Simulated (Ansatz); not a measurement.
# CH2SiSn: the cost of one run

Method: RKS LDA/def2-SVP, in Ansatz 0.2.0.

**1. The system as given**

Bond lengths: C1–Si2 1.773 Å, C1–Sn3 2.028 Å, Sn3–H4 1.826 Å, Sn3–H5 1.825 Å. Angles: Si2–C1–Sn3 113.5°, C1–Sn3–H4 128.7°, C1–Sn3–H5 128.4°, H4–Sn3–H5 97.4°.

As a file:

```xyz
5

C     0.3328   -0.7301    1.3133
Si    1.7723   -1.7217    1.0179
Sn   -0.2732    0.3218   -0.3115
H    -1.7076    0.0154   -1.3995
H    -0.1243    2.1147   -0.6203
```

**2. Preparing the start**

The input, input.yaml:

```yaml
crystal:
  periodic: [false, false, false]
  atoms:
    - { symbol: C, position_ang: [0.33278, -0.73015, 1.31327] }
    - { symbol: Si, position_ang: [1.77225, -1.72174, 1.01795] }
    - { symbol: Sn, position_ang: [-0.27317, 0.32178, -0.31147] }
    - { symbol: H, position_ang: [-1.70759, 0.01538, -1.39945] }
    - { symbol: H, position_ang: [-0.12426, 2.11474, -0.62031] }
basis:
  gaussian: { orbitals: def2-SVP }
hamiltonian:
  xc: lda
relax:
  f_tol: 0.02
  max_steps: 40
scf:
  lower_state_search: "off"
output:
  orbitals: {}
```

On the command line:

```sh
$ ansatz run input.yaml --threads 1 --pin off --max-ram 2048MiB --backend cpu --events-out ev --progress --plain --runs-dir out
```

**Question.** How long does this run take on 1 thread of an x86-64 CPU, shared host, and how much memory does it need?

About 19 s, with a peak of 0.13 GiB.
